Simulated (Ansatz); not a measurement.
**Ti2Cd: properties at the relaxed cell**

The task, for Ti2Cd: measure the bulk modulus from energies at several volumes.

Computed with Ansatz 0.2.0 (DFT PBEsol, scalar-relativistic, plane waves, PAW, unless a step's input says otherwise).

1 further run of the same task is left out (set aside as unsound or not needed).

### 1 The structure to begin with

Symmetry: I4/mmm, No. 139, tetragonal system. The conventional cell has a = 2.820 Å, b = 2.820 Å, c = 13.287 Å, α = 90.00°, β = 90.00°, γ = 90.00°. Ti (site symmetry 4mm) is surrounded by 8 Ti at 2.79 to 2.82 Å and 4 Cd at 3.08 Å. Around Cd (site symmetry 4/mmm) lie 4 Cd at 2.82 Å and 8 Ti at 3.08 Å.

Structure file:

```xyz
3
Lattice="-1.4099 1.4099 6.6435 1.4099 -1.4099 6.6435 1.4099 1.4099 -6.6435" Properties=species:S:1:pos:R:3 pbc="T T T"
Ti    0.0000    0.0000    4.2982
Ti    0.0000    0.0000    8.9889
Cd    0.0000    0.0000    0.0000
```

This cell was relaxed beforehand with the same method: volume 17.61 Å³/atom, gap on the mesh none (metal).

### 2 Point at V/V0 = 0.97

File input.yaml:

```yaml
crystal:
  lattice:
    - [-1.3956240131, 1.3956240131, 6.5764332893]
    - [1.3956240131, -1.3956240131, 6.5764332893]
    - [1.3956240131, 1.3956240131, -6.5764332893]
  atoms:
    - { symbol: Ti, position: [0.3234844569, 0.3234844569, 0.0] }
    - { symbol: Ti, position: [0.6765155431, 0.6765155431, 0.0] }
    - { symbol: Cd, position: [0.0, 0.0, 0.0] }
basis:
  ecutwfc: 420
kpoints:
  mp_grid: { grid: [20, 20, 20] }
hamiltonian:
  xc: pbesol
scf:
  occupations: { method: gaussian, width: 0.1 }
output:
  forces: true
  stress: true
  eigenvalues: true
  write_density: true
  write_potential: true
  elf: true
  volumetric_format: npy
relax:
  adjacent_minimum: "off"
  f_tol: 0.01
  max_steps: 30
  cell: { stress_tol: 0.1, fix: [volume] }
```

Launch:

```console
ansatz run input.yaml --threads 1 --pin off --max-ram 2560MiB --backend cpu --events-out ev --progress --plain --runs-dir out
```

### 3 The cell scaled to 1.03 of its volume

input.yaml, as its differences from that of step 2:

```diff
@@ -2,5 +2,5 @@
   lattice:
-    - [-1.3956240131, 1.3956240131, 6.5764332893]
-    - [1.3956240131, -1.3956240131, 6.5764332893]
-    - [1.3956240131, 1.3956240131, -6.5764332893]
+    - [-1.4238260358, 1.4238260358, 6.7093263319]
+    - [1.4238260358, -1.4238260358, 6.7093263319]
+    - [1.4238260358, 1.4238260358, -6.7093263319]
   atoms:
@@ -21,6 +21,2 @@
   eigenvalues: true
-  write_density: true
-  write_potential: true
-  elf: true
-  volumetric_format: npy
 relax:
```

### 4 Volume × 0.94

File input.yaml:

```yaml
crystal:
  lattice:
    - [-1.3818884732, 1.3818884732, 6.5003601081]
    - [1.3818884732, -1.3818884732, 6.5003601081]
    - [1.3818884732, 1.3818884732, -6.5003601081]
  atoms:
    - { symbol: Ti, position: [0.3241888971, 0.3241888971, 0.0] }
    - { symbol: Ti, position: [0.6758111029, 0.6758111029, 0.0] }
    - { symbol: Cd, position: [0.0, 0.0, 0.0] }
basis:
  ecutwfc: 420
kpoints:
  mp_grid: { grid: [20, 20, 20] }
hamiltonian:
  xc: pbesol
scf:
  occupations: { method: gaussian, width: 0.1 }
output:
  forces: true
  stress: true
  eigenvalues: true
relax:
  adjacent_minimum: "off"
  f_tol: 0.01
  max_steps: 30
  cell: { stress_tol: 0.1, fix: [volume] }
```

### 5 The cell scaled to 1.06 of its volume

File input.yaml:

```yaml
crystal:
  lattice:
    - [-1.4362762542, 1.4362762542, 6.7855562633]
    - [1.4362762542, -1.4362762542, 6.7855562633]
    - [1.4362762542, 1.4362762542, -6.7855562633]
  atoms:
    - { symbol: Ti, position: [0.3227300428, 0.3227300428, 0.0] }
    - { symbol: Ti, position: [0.6772699572, 0.6772699572, 0.0] }
    - { symbol: Cd, position: [0.0, 0.0, 0.0] }
basis:
  ecutwfc: 420
kpoints:
  mp_grid: { grid: [20, 20, 20] }
hamiltonian:
  xc: pbesol
scf:
  occupations: { method: gaussian, width: 0.1 }
output:
  forces: true
  stress: true
  eigenvalues: true
relax:
  adjacent_minimum: "off"
  f_tol: 0.01
  max_steps: 30
  cell: { stress_tol: 0.1, fix: [volume] }
```

### 6 Point at V/V0 = 0.91

File input.yaml:

```yaml
crystal:
  lattice:
    - [-1.3677444879, 1.3677444879, 6.4237258389]
    - [1.3677444879, -1.3677444879, 6.4237258389]
    - [1.3677444879, 1.3677444879, -6.4237258389]
  atoms:
    - { symbol: Ti, position: [0.3248275803, 0.3248275803, 0.0] }
    - { symbol: Ti, position: [0.6751724197, 0.6751724197, 0.0] }
    - { symbol: Cd, position: [0.0, 0.0, 0.0] }
basis:
  ecutwfc: 420
kpoints:
  mp_grid: { grid: [20, 20, 20] }
hamiltonian:
  xc: pbesol
scf:
  occupations: { method: gaussian, width: 0.1 }
output:
  forces: true
  stress: true
  eigenvalues: true
relax:
  adjacent_minimum: "off"
  f_tol: 0.01
  max_steps: 30
  cell: { stress_tol: 0.1, fix: [volume] }
```

### 7 Point at V/V0 = 1.10

File input.yaml:

```yaml
crystal:
  lattice:
    - [-1.4525988449, 1.4525988449, 6.8842533968]
    - [1.4525988449, -1.4525988449, 6.8842533968]
    - [1.4525988449, 1.4525988449, -6.8842533968]
  atoms:
    - { symbol: Ti, position: [0.3219243721, 0.3219243721, 0.0] }
    - { symbol: Ti, position: [0.6780756279, 0.6780756279, 0.0] }
    - { symbol: Cd, position: [0.0, 0.0, 0.0] }
basis:
  ecutwfc: 420
kpoints:
  mp_grid: { grid: [20, 20, 20] }
hamiltonian:
  xc: pbesol
scf:
  occupations: { method: gaussian, width: 0.1 }
output:
  forces: true
  stress: true
  eigenvalues: true
relax:
  adjacent_minimum: "off"
  f_tol: 0.01
  max_steps: 30
  cell: { stress_tol: 0.1, fix: [volume] }
```

### 8 Point at V/V0 = 0.88

File input.yaml:

```yaml
crystal:
  lattice:
    - [-1.3529025317, 1.3529025317, 6.3489982085]
    - [1.3529025317, -1.3529025317, 6.3489982085]
    - [1.3529025317, 1.3529025317, -6.3489982085]
  atoms:
    - { symbol: Ti, position: [0.325398321, 0.325398321, 0.0] }
    - { symbol: Ti, position: [0.674601679, 0.674601679, 0.0] }
    - { symbol: Cd, position: [0.0, 0.0, 0.0] }
basis:
  ecutwfc: 420
kpoints:
  mp_grid: { grid: [20, 20, 20] }
hamiltonian:
  xc: pbesol
scf:
  occupations: { method: gaussian, width: 0.1 }
output:
  forces: true
  stress: true
  eigenvalues: true
  write_density: true
  write_potential: true
  elf: true
  volumetric_format: npy
relax:
  adjacent_minimum: "off"
  f_tol: 0.01
  max_steps: 30
  cell: { stress_tol: 0.1, fix: [volume] }
```

(Steps that only read results are left out.)

**Question.** What will these runs give? Wanted: equilibrium volume of the fit; bulk modulus.

**Answer**, as computed:

| quantity | value |
| --- | --- |
| equilibrium volume of the fit | 17.61 Å³/atom |
| bulk modulus | 102 GPa |
| its pressure derivative | 4.6 |

**Reading.** The fit puts the minimum at 17.61 Å³/atom with B = 102 GPa and B' = 4.6.
